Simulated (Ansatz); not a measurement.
# MnSe: the cost of one run

Computed with Ansatz 0.2.0 (DFT PBEsol without U, plane waves, PAW, unless a step's input says otherwise).

## (1) The structure to begin with

The structure is cubic, space group F-43m (No. 216). Conventional cell: a = 5.820 Å, b = 5.820 Å, c = 5.820 Å, α = 90.00°, β = 90.00°, γ = 90.00°. Around Mn (site symmetry -43m) lie 4 Se at 2.52 Å. Around Se (site symmetry -43m) lie 4 Mn at 2.52 Å.

Structure file:

```
Mn Se
1.0
     0.00000    2.91000    2.91000
     2.91000    0.00000    2.91000
     2.91000    2.91000    0.00000
Mn Se
1 1
Direct
  0.00000 0.00000 0.00000
  0.75000 0.75000 0.75000
```

Magnetic order typed: ferromagnetic.

An earlier series on this cell reached its lowest free state from «random orbitals: fully mixed, first filling», perhaps among other starts.

## (2) From atoms, default search

input.yaml

```yaml
crystal:
  lattice:
    - [0.0, 2.90999917, 2.90999917]
    - [2.90999917, 0.0, 2.90999917]
    - [2.90999917, 2.90999917, 0.0]
  atoms:
    - { symbol: Mn, position: [0.0, 0.0, 0.0], spin: 5.0 }
    - { symbol: Se, position: [0.75, 0.75, 0.75] }
basis:
  ecutwfc: 420
  ecutrho_ratio: 4
kpoints:
  mp_grid: { grid: [6, 6, 6] }
hamiltonian:
  xc: pbesol
scf:
  occupations: { method: gaussian, width: 0.05 }
output:
  forces: true
  stress: true
  eigenvalues: true
  populations: true
  hubbard: { sites: [{ site: 0, l: d }] }
  write_density: true
  write_potential: true
  elf: true
  volumetric_format: npy
magnetization:
  spin_polarized: true
```

Run with:

```
$ ansatz run input.yaml --threads 2 --pin off --max-ram 3072MiB --backend cpu --events-out ev --progress --plain --runs-dir out
```

**Question.** How long does this run take on 2 threads of Arm Neoverse N1, shared host, and how much memory does it need?

About 6 s, with a peak of 0.34 GiB.
